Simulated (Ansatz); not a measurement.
# C₃H₇ClSi: a ladder of functionals and wavefunction methods

Aim: compute C₃H₇ClSi with functionals from several rungs and with coupled cluster. The yardstick is the atomisation energy at the CCSD(T) limit.

Method: functionals in def2-TZVPP, the program's frozen cores in correlated methods; program: Ansatz 0.2.0, Gaussian basis.

Levels to be run: PBE-D4, r2SCAN-D4, PBE0-D4, B3LYP-D4, ωB97X-V, ωB97M-V, B2PLYP; CCSD(T)/def2-TZVPP; MP2/def2-QZVPP; extrapolation to the limit.

### Step 1. Structure used throughout

An earlier PBE0-D4 in a triple-zeta def2 set relaxation fixed the geometry.

SMILES `C[C@H]1C[Si@H]1Cl`, 12 atoms, charge 0, spin multiplicity 1.

Atoms are counted from 1 here; the program's logs count them from 0.

Bond lengths: C1–C2 1.507 Å, C1–H6 1.092 Å, C1–H7 1.095 Å, C1–H8 1.093 Å, C2–C3 1.564 Å, C2–Si4 1.837 Å, C2–H9 1.089 Å, C3–Si4 1.830 Å, C3–H10 1.086 Å, C3–H11 1.087 Å, Si4–Cl5 2.046 Å, Si4–H12 1.475 Å. Angles: C2–C1–H6 111.2°, C2–C1–H7 111.1°, C2–C1–H8 111.4°, H6–C1–H7 108.1°, H6–C1–H8 107.4°, H7–C1–H8 107.6°, C1–C2–C3 117.6°, C1–C2–Si4 124.0°, C1–C2–H9 113.6°, C3–C2–Si4 64.5°, C3–C2–H9 112.8°, Si4–C2–H9 115.0°, C2–C3–Si4 65.0°, C2–C3–H10 117.1°, C2–C3–H11 114.5°, Si4–C3–H10 121.4°, Si4–C3–H11 117.9°, H10–C3–H11 112.7° and more.

### Step 2. PBE-D4 (GGA)

Input file in.yaml:

```yaml
crystal:
  periodic: [false, false, false]
  atoms:
    - {symbol: C, position_ang: [-1.103695, -0.402217, 1.006365]}
    - {symbol: C, position_ang: [0.258097, 0.072327, 0.568813]}
    - {symbol: C, position_ang: [0.942619, -0.682953, -0.617022]}
    - {symbol: Si, position_ang: [0.558927, 1.077398, -0.938893]}
    - {symbol: Cl, position_ang: [-1.014521, 1.532159, -2.164847]}
    - {symbol: H, position_ang: [-1.566945, 0.308409, 1.694476]}
    - {symbol: H, position_ang: [-1.039358, -1.371492, 1.511764]}
    - {symbol: H, position_ang: [-1.778450, -0.518828, 0.154354]}
    - {symbol: H, position_ang: [0.939560, 0.266282, 1.395734]}
    - {symbol: H, position_ang: [1.963196, -1.020654, -0.465360]}
    - {symbol: H, position_ang: [0.318804, -1.435349, -1.092843]}
    - {symbol: H, position_ang: [1.598765, 2.119818, -1.018639]}
basis:
  gaussian: {orbitals: def2-TZVPP}
hamiltonian: {xc: pbe, dispersion: d4}
output: {forces: true, orbitals: {seedname: orbitals}}
```

Run with:

```sh
$ ansatz run in.yaml --threads 4 --pin off --events-out ev --progress --plain --max-ram 10444MiB
```

After this run come: r2SCAN-D4 (meta-GGA); PBE0-D4 (hybrid); B3LYP-D4 (hybrid); ωB97X-V (range-separated); ωB97M-V (range-separated); B2PLYP (double hybrid); CCSD(T) in def2-TZVPP; MP2 in def2-QZVPP.

Q: Predict the results of all the runs planned. Wanted: atomisation energy, CCSD(T)/CBS; farthest; mean size of error, hybrid; mean size of error, range-separated; gap, smallest and largest; T1 diagnostic; triples share of the correlation energy.

**Answer**, as computed:

| quantity | value |
| --- | --- |
| atomisation energy, CCSD(T)/CBS | 4497.9 kJ/mol |
| functionals within 22.5 kJ/mol (0.5 %) | B3LYP-D4, ωB97X-V, ωB97M-V |
| farthest | PBE-D4 (+81.5 kJ/mol) |
| mean size of error, hybrid | 22.4 kJ/mol |
| mean size of error, range-separated | 20.0 kJ/mol |
| gap, smallest and largest | 5.16 eV (PBE-D4), 11.62 eV (ωB97X-V) |
| T1 diagnostic | 0.0097 |
| triples share of the correlation energy | 4.1 % |

In words: PBE-D4 misses by +81.5 kJ/mol. Double hybrids carry the basis error of their MP2 part in triple zeta, and no dispersion term here, so their miss is partly the set-up's. The reference freezes the cores and leaves out relativity and excitations past (T), so misses under about 22.5 kJ/mol can't be ranked. Hartree-Fock recovers 75 % of the binding; the rest is correlation. The gap grows from 5.2 to 11.6 eV across the functionals, mostly with the share of exact exchange.
